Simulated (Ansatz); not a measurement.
# H4OSSi2: the cost of one run

Computed with the Python package of Ansatz 0.2.0. Level of theory: r2SCAN+D3(BJ)/aug-cc-pVDZ.

## Step 1: The system

Bond lengths: O1–Si2 1.618 Å, Si2–Si3 2.221 Å, Si2–S4 2.094 Å, Si3–S4 2.046 Å, O1–H5 1.019 Å, Si2–H6 1.486 Å, Si3–H7 1.508 Å, Si3–H8 1.481 Å. Angles: O1–Si2–Si3 118.5°, O1–Si2–S4 103.5°, O1–Si2–H6 115.8°, Si3–Si2–S4 56.5°, Si3–Si2–H6 125.8°, S4–Si2–H6 109.9°, Si2–O1–H5 114.8°, Si2–Si3–S4 58.6°, Si2–Si3–H7 120.7°, Si2–Si3–H8 120.8°, S4–Si3–H7 110.7°, S4–Si3–H8 113.2°, H7–Si3–H8 116.4°, Si2–S4–Si3 64.9°.

The script reads h4ossi2.xyz:

```xyz
8

O     0.02110    1.91590   -0.61930
Si   -0.15950    0.77330    0.51170
Si    0.67760   -1.24600    0.11900
S    -1.21040   -0.73900   -0.48430
H    -0.60020    1.82520   -1.42250
H    -0.89940    1.18470    1.73260
H     1.56960   -1.49110   -1.07160
H     0.69340   -2.28010    1.17860
```

## Step 2: The code

spin_h4ossi2.py

```python
# -*- coding: utf-8 -*-
"""Vertical spin-state energies of H4OSSi2."""

import ansatz as az

BASIS_SET = "aug-cc-pVDZ"
XC = "r2scan"
VDW = "d3bj"


def main():
    geometry = az.Crystal.molecule_from_extxyz("h4ossi2.xyz")

    setup = (
        geometry.calculation()
        .basis(gaussian=BASIS_SET)
        .functional(XC, dispersion=VDW)
    )
    found = {}
    for unpaired in [0, 2]:
        report = setup.spin("collinear", total=unpaired).run().report
        s = unpaired / 2
        found[unpaired] = report["free_energy_ev"]
        print(f"2S+1 = {unpaired + 1}: E = {found[unpaired]:.5f} eV, <S^2> = {abs(report['mean_field']['state']['spin_squared']):.3f} (pure state {s * (s + 1):.2f})")
    lowest = min(found, key=found.get)
    for unpaired, e in found.items():
        print(f"multiplicity {unpaired + 1}: {23.060548 * (e - found[lowest]):.1f} kcal/mol above the lowest")


if __name__ == "__main__":
    main()
```

## Step 3: The input behind the calls

The engine receives this input (first run):

```yaml
crystal:
  periodic: [false, false, false]
  atoms:
    - { symbol: O, position_ang: [0.0211, 1.9159, -0.6193] }
    - { symbol: Si, position_ang: [-0.1595, 0.7733, 0.5117] }
    - { symbol: Si, position_ang: [0.6776, -1.246, 0.119] }
    - { symbol: S, position_ang: [-1.2104, -0.739, -0.4843] }
    - { symbol: H, position_ang: [-0.6002, 1.8252, -1.4225] }
    - { symbol: H, position_ang: [-0.8994, 1.1847, 1.7326] }
    - { symbol: H, position_ang: [1.5696, -1.4911, -1.0716] }
    - { symbol: H, position_ang: [0.6934, -2.2801, 1.1786] }
basis:
  gaussian:
    orbitals: aug-cc-pVDZ
hamiltonian:
  xc: r2scan
  dispersion: d3bj
magnetization:
  spin_polarized: true
  initial_magnetization: 0.0
```

## Step 4: Running it

Launch:

```console
python spin_h4ossi2.py
```

Q: Estimate wall time and peak memory on 1 thread of Arm Neoverse V1, shared host.

About 62 s, with a peak of 0.44 GiB.
